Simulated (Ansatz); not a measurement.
# Be (Beryllium): the cost of one run

Computed with Ansatz 0.2.0 (DFT PBEsol, frozen-core PAW, scalar-relativistic unless said, unless a step's input says otherwise).

1 further run of the same task is left out (it didn't finish). Runs told in other sessions of the task aren't counted.

## (1) The structure to begin with

Symmetry: P6_3/mmc, No. 194, hexagonal system. The conventional cell has a = 2.285 Å, b = 2.285 Å, c = 3.584 Å, α = 90.00°, β = 90.00°, γ = 120.00°. Be (site symmetry -6m2) has 12 Be at 2.23 to 2.29 Å in its first shell of neighbours.

Coordinates:

```cif
data_structure
_symmetry_space_group_name_H-M 'P 1'
_symmetry_Int_Tables_number 1
_cell_length_a 2.2853
_cell_length_b 2.2853
_cell_length_c 3.5842
_cell_angle_alpha 90.000
_cell_angle_beta 90.000
_cell_angle_gamma 120.000
_cell_volume 16.21
loop_
_atom_site_label
_atom_site_type_symbol
_atom_site_fract_x
_atom_site_fract_y
_atom_site_fract_z
_atom_site_occupancy
Be1 Be 0.33333 0.66667 0.25000 1
Be2 Be 0.66667 0.33333 0.75000 1
```

Cartesian axes are those of the input's lattice vectors. The structure goes back to a database entry.

## (2) Cell and atoms relaxed, PAW

Input file input.yaml:

```yaml
crystal:
  lattice:
    - [2.28530000001, 0.0, 0.0]
    - [-1.14265000001, 1.97912785528, 0.0]
    - [0.0, 0.0, 3.5842]
  atoms:
    - { symbol: Be, position: [0.333333333333, 0.666666666667, 0.25] }
    - { symbol: Be, position: [0.666666666667, 0.333333333333, 0.75] }
kpoints:
  mp_grid: { grid: [16, 16, 10] }
scf:
  occupations: { method: fermi_dirac, width: 0.05 }
hamiltonian:
  xc: pbesol
  pseudopotentials: { kind: paw }
relax:
  f_tol: 0.002
  max_steps: 80
  cell: {}
output:
  forces: true
  stress: true
  write_density: true
  write_potential: true
  elf: true
  volumetric_format: npy
```

On the command line:

```bash
> ansatz run input.yaml --threads 1 --pin off --max-ram 3072MiB --backend cpu --events-out ev --progress --plain --runs-dir out
```

What time and memory should one allow on 1 thread of AMD EPYC 7R32 (Zen 2), shared host?

About 5 s, with a peak of 0.34 GiB.
